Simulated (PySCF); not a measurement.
**A gas-phase reaction: ClFGeH3N + F2 → ClF2GeH2N + FH**

Aim: the reaction energy of `[NH2][GeH]([F])[Cl]` + `FF` → `[NH2][Ge]([F])([F])[Cl]` + `F`.

Programs: PySCF 2.14.0. All values are calculated, for the isolated system unless a continuum is named. Atoms count from 0, parts from 1.

## (1) Starting point

Each species was relaxed by itself at PBE0-D3(BJ)/def2-SVPD.

## (2) Energies of the species: wB97M-D3(BJ)/def2-TZVPD

Job settings and geometry (Å):

```
{"job": {"kind": "react", "xc": "wB97M-D3(BJ)", "basis": "def2-TZVPD"}, "charge": 0, "multiplicity": 1}
-1 ClFGeH3N charge 0 multiplicity 1
N     -0.835310    -0.874500    -0.018060
Ge     0.395450     0.403680    -0.302070
F      0.368310     1.649010     0.932230
Cl     2.321150    -0.523620    -0.088810
H     -1.812960    -0.613200    -0.065170
H     -0.662180    -1.530400     0.734340
H      0.245720     1.125790    -1.634400

-1 F2 charge 0 multiplicity 1
F      0.687780    -0.037910     0.015820
F     -0.687780     0.037910    -0.015820

+1 ClF2GeH2N charge 0 multiplicity 1
N     -0.482170    -0.565240    -0.929280
Ge     0.154830     0.245060     0.527440
F      1.112250     1.662670     0.251240
F     -1.180150     0.849060     1.437690
Cl     1.336620    -1.062950     1.705910
H      0.173760    -1.102510    -1.483570
H     -1.113290    -0.025070    -1.510410

+1 FH charge 0 multiplicity 1
F      0.458200    -0.027790     0.031120
H     -0.458200     0.027790    -0.031120
```

Method: wB97M-D3(BJ)/def2-TZVPD reaction energy of separated species, gas phase.

Launch:

```bash
$ OMP_NUM_THREADS=1 python cluster_run.py task.json out
```

The driver reads the jobs from task.json and runs them one after another.

**Question.** The jobs that follow are: PBE0-D3(BJ)/def2-TZVPD reaction energy of separated species, gas phase. Predict: reaction energy (wB97M-D3(BJ)/def2-TZVPD); ΔH, ΔG at 298 K (xTB thermal terms). Thermal terms come from harmonic xTB runs on each species.

The runs gave:

```
                                                quantity                      value
               reaction energy (wB97M-D3(BJ)/def2-TZVPD)            -142.3 kcal/mol
                     ΔH, ΔG at 298 K (xTB thermal terms)    -140.6, -140.3 kcal/mol
range of the reaction energy over the runs of this table  -142.3 to -141.6 kcal/mol
```

What this shows: The reaction is exothermic by 140.6 kcal/mol in the gas phase; dispersion gives -0.03, and xTB itself gave -103.6 for the electronic energy (xTB energies and thermal terms come from the earlier relaxation of each species, not shown). No barrier was sought. xTB and this level differ widely in the electronic energy, so what comes from xTB (the thermal terms above all) is less safe here. The reaction energy runs from -142.3 (wB97M-D3(BJ)/def2-TZVPD) to -141.6 kcal/mol (PBE0-D3(BJ)/def2-TZVPD).
